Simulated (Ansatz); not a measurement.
# Zr2AlN: the cost of one run

All numbers below are computed with Ansatz 0.2.0 (DFT PBE+D3(BJ), plane waves, PAW, scalar-relativistic, no spin polarisation).

## (1) The structure to begin with

The cell holds 32 atoms (Al8N8Zr16): a = 6.524 Å, b = 5.650 Å, c = 14.428 Å, α = 90.00°, β = 90.00°, γ = 90.00°.

The coordinates stand in the first input below.

## (2) Run 1

300 steps of 1 fs under a Langevin thermostat at 2000 K.

Input file input.yaml:

```yaml
crystal:
  lattice:
    - [-3.262242, -5.650369, 0.0]
    - [4.893363, -2.825184, 0.0]
    - [0.0, 0.0, 14.42791]
  atoms:
    - { symbol: Zr, position: [0.5, 0.6666667, 0.589077] }
    - { symbol: Zr, position: [0.5, 0.3333333, 0.089077] }
    - { symbol: Zr, position: [0.5, 0.3333333, 0.410923] }
    - { symbol: Zr, position: [0.5, 0.6666667, 0.910923] }
    - { symbol: Al, position: [0.5, 0.6666667, 0.25] }
    - { symbol: Al, position: [0.5, 0.3333333, 0.75] }
    - { symbol: "N", position: [0.75, 0.5, 0.5] }
    - { symbol: "N", position: [0.75, 0.5, 0.0] }
    - { symbol: Zr, position: [0.25, 0.1666667, 0.589077] }
    - { symbol: Zr, position: [0.25, 0.8333333, 0.089077] }
    - { symbol: Zr, position: [0.25, 0.8333333, 0.410923] }
    - { symbol: Zr, position: [0.25, 0.1666667, 0.910923] }
    - { symbol: Al, position: [0.25, 0.1666667, 0.25] }
    - { symbol: Al, position: [0.25, 0.8333333, 0.75] }
    - { symbol: "N", position: [0.5, 0.0, 0.5] }
    - { symbol: "N", position: [0.5, 0.0, 0.0] }
    - { symbol: Zr, position: [0.0, 0.6666667, 0.589077] }
    - { symbol: Zr, position: [0.0, 0.3333333, 0.089077] }
    - { symbol: Zr, position: [0.0, 0.3333333, 0.410923] }
    - { symbol: Zr, position: [0.0, 0.6666667, 0.910923] }
    - { symbol: Al, position: [0.0, 0.6666667, 0.25] }
    - { symbol: Al, position: [0.0, 0.3333333, 0.75] }
    - { symbol: "N", position: [0.25, 0.5, 0.5] }
    - { symbol: "N", position: [0.25, 0.5, 0.0] }
    - { symbol: Zr, position: [0.75, 0.1666667, 0.589077] }
    - { symbol: Zr, position: [0.75, 0.8333333, 0.089077] }
    - { symbol: Zr, position: [0.75, 0.8333333, 0.410923] }
    - { symbol: Zr, position: [0.75, 0.1666667, 0.910923] }
    - { symbol: Al, position: [0.75, 0.1666667, 0.25] }
    - { symbol: Al, position: [0.75, 0.8333333, 0.75] }
    - { symbol: "N", position: [0.0, 0.0, 0.5] }
    - { symbol: "N", position: [0.0, 0.0, 0.0] }
basis:
  ecutwfc: 420.0
kpoints:
  mp_grid: { grid: [2, 2, 1] }
hamiltonian:
  xc: pbe
  dispersion: d3bj
scf:
  occupations: { method: fermi_dirac, width: 0.17 }
  lower_state_search: "off"
md:
  timestep: 1
  n_steps: 300
  ensemble: nvt_langevin
  temperature: 2000.0
  initial_velocities: maxwell_boltzmann
  seed: 418258
  friction: 0.02
```

The run is started by

```
> ansatz run input.yaml --threads 2 --pin off --max-ram 5120MiB --backend cpu --events-out ev --progress --plain --runs-dir out
```

What time and memory should one allow on 2 threads of AMD EPYC 9R45 (Zen 5), shared host?

About 14 min, with a peak of 1.7 GiB.
